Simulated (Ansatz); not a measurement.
# HfH2 (triplet): from Hartree-Fock to the top rungs, def2-TZVPP

An exercise on one series of results from a longer session: the logs are not shown, and one member is left open.

Program: Ansatz 0.2.0, Gaussian basis. Level of theory: def2-TZVPP, core rule «outside noble gas», up to 4 orbitals frozen. These are calculated values, not measurements.

Plan: UHF; ROHF; CCSD(T) on UHF.

2 further runs of the same task are left out: 2 set aside as unsound or not needed.

### The geometry

The geometry is a PBE0/def2-TZVP stationary point (not a proven minimum) of the parent state, kept for this charge and spin. No spin-orbit coupling is included. Elements past krypton take def2 core potentials.

3 atoms, charge 0, spin multiplicity 3.

Atoms are counted from 1 here; the program's logs count them from 0.

Bond lengths: Hf1–H2 1.912 Å, Hf1–H3 1.912 Å. Angles: H2–Hf1–H3 180.0°.

The first run:

Contents of in.yaml:

```yaml
crystal:
  periodic: [false, false, false]
  atoms:
    - {symbol: Hf, position_ang: [0.000000, 0.000000, 0.000000]}
    - {symbol: H, position_ang: [0.000000, 0.000000, -1.911800]}
    - {symbol: H, position_ang: [0.000000, 0.000000, 1.911800]}
basis:
  gaussian: {orbitals: def2-TZVPP}
magnetization: {spin_polarized: true, initial_magnetization: 2}
hamiltonian: {xc: hf}
output: {orbitals: {seedname: orbitals}}
```

Launch:

```bash
> ansatz run in.yaml --threads 1 --pin off --events-out ev --progress --plain --max-ram 4096MiB --backend cpu
```

Among the steps run: UHF; ROHF; CCSD(T) on UHF.

One table of the session follows, with a row left open; its other results are not shown here.

```
  method  from UCCSD(T) (kJ/mol)
    ROHF                  +261.8
     UHF                       ?
    UMP2                   +55.6
   UCCSD                    +5.0
UCCSD(T)                       0
```

**Question.** Estimate the row for UHF.

**Answer.** from UCCSD(T) (kJ/mol): +252.2. In the column «from UCCSD(T) (kJ/mol)» it lies between UMP2 (+55.6) and ROHF (+261.8).
